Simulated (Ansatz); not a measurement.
# YSb3: the cost of one run

Computed with Ansatz 0.2.0 (DFT PBE, scalar-relativistic, plane waves, PAW, unless a step's input says otherwise).

## 1. The starting structure

Symmetry: P6_3/mmc, No. 194, hexagonal system. The conventional cell has a = 6.854 Å, b = 6.854 Å, c = 5.501 Å, α = 90.00°, β = 90.00°, γ = 120.00°. Y (site symmetry -6m2) has 12 Sb at 3.39 to 3.43 Å as nearest neighbours. Around Sb (site symmetry mm2) lie 4 Y at 3.39 to 3.43 Å and 8 Sb at 3.39 to 3.43 Å.

Coordinates:

```cif
data_structure
_symmetry_space_group_name_H-M 'P 1'
_symmetry_Int_Tables_number 1
_cell_length_a 6.8537
_cell_length_b 6.8537
_cell_length_c 5.5012
_cell_angle_alpha 90.000
_cell_angle_beta 90.000
_cell_angle_gamma 120.000
_cell_volume 223.79
loop_
_atom_site_label
_atom_site_type_symbol
_atom_site_fract_x
_atom_site_fract_y
_atom_site_fract_z
_atom_site_occupancy
Y1 Y 0.33333 0.66667 0.25000 1
Y2 Y 0.66667 0.33333 0.75000 1
Sb1 Sb 0.83300 0.66600 0.25000 1
Sb2 Sb 0.16700 0.83300 0.75000 1
Sb3 Sb 0.33400 0.16700 0.25000 1
Sb4 Sb 0.16700 0.33400 0.75000 1
Sb5 Sb 0.83300 0.16700 0.25000 1
Sb6 Sb 0.66600 0.83300 0.75000 1
```

(A quick probe on a coarse mesh, which set the mesh and smearing, is not shown.)

## 3. Relaxing cell and atoms

input.yaml reads:

```yaml
crystal:
  lattice:
    - [6.8537378498, 0.0, 0.0]
    - [-3.4268689249, 5.9355110888, 0.0]
    - [0.0, 0.0, 5.5011821035]
  atoms:
    - { symbol: "Y", position: [0.3333333333, 0.6666666667, 0.25] }
    - { symbol: "Y", position: [0.6666666667, 0.3333333333, 0.75] }
    - { symbol: Sb, position: [0.833, 0.666, 0.25] }
    - { symbol: Sb, position: [0.167, 0.833, 0.75] }
    - { symbol: Sb, position: [0.334, 0.167, 0.25] }
    - { symbol: Sb, position: [0.167, 0.334, 0.75] }
    - { symbol: Sb, position: [0.833, 0.167, 0.25] }
    - { symbol: Sb, position: [0.666, 0.833, 0.75] }
basis:
  ecutwfc: 420
kpoints:
  mp_grid: { grid: [6, 6, 8] }
hamiltonian:
  xc: pbe
scf:
  occupations: { method: gaussian, width: 0.1 }
output:
  forces: true
  stress: true
  eigenvalues: true
relax:
  adjacent_minimum: "off"
  f_tol: 0.01
  max_steps: 80
  cell: { stress_tol: 0.05 }
```

Run with:

```bash
> ansatz run input.yaml --threads 1 --pin off --max-ram 2560MiB --backend cpu --events-out ev --progress --plain --runs-dir out
```

What time and memory should one allow on 1 thread of Arm Neoverse V1, shared host?

About 3.9 min, with a peak of 0.71 GiB.
